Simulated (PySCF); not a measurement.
# C2H11BO2Si: the cost of one run

The runs use PySCF 2.14.0, with density-fitted response routines of our own; the level of theory stands in each step. All values are computed, except where a source is named. Atoms are numbered from 0 throughout.

## 1. The molecule as given

17 atoms, charge 0, multiplicity 1; geometry from: GFN2-xTB.

Bonds of the start (Å): C0–O1 1.40, O1–B2 1.50, B2–O3 1.52, O3–C4 1.39, O3–Si5 1.71, C0–H6 1.10, C0–H7 1.09, C0–H8 1.09, B2–H9 1.19, B2–H10 1.19, C4–H11 1.09, C4–H12 1.09, C4–H13 1.09, Si5–H14 1.46, Si5–H15 1.46, Si5–H16 1.50.

## 2. TDDFT and polarisability: CAM-B3LYP/def2-SVPD

The job: settings as JSON, then the geometry in Å.

```
{"job": {"kind": "uv", "xc": "CAM-B3LYP", "basis": "def2-SVPD", "nstates": 8, "ntriplets": 3}, "charge": 0, "multiplicity": 1}
C      2.353517     0.707626    -0.004540
O      0.990759     0.582332    -0.286029
B      0.391834    -0.692256    -0.791054
O     -0.897006    -0.427116    -0.030909
C     -2.066637    -1.163822    -0.210240
Si    -0.585540     1.035592     0.808006
H      2.688697    -0.058845     0.703148
H      2.930454     0.608080    -0.927553
H      2.525479     1.695318     0.426674
H      0.197566    -0.675126    -1.967675
H      0.942434    -1.668718    -0.378575
H     -2.841105    -0.761650     0.442831
H     -1.885643    -2.213203     0.037793
H     -2.397050    -1.101985    -1.251018
H     -0.637674     2.247630    -0.003301
H      0.234927     0.859072     2.006546
H     -1.952011     1.039103     1.415983
```

Method: TDDFT CAM-B3LYP/def2-SVPD, vertical, gas phase, core orbitals frozen in the response.

Command:

```console
OMP_NUM_THREADS=1 python probes_run.py task.json out
```

One launch serves the whole session: the jobs run in the order shown.

**Question.** How long does this job take on 1 thread of Intel Xeon at 2.50GHz, shared host, and how much memory does it need?

About 2 min, with a peak of 0.99 GiB.
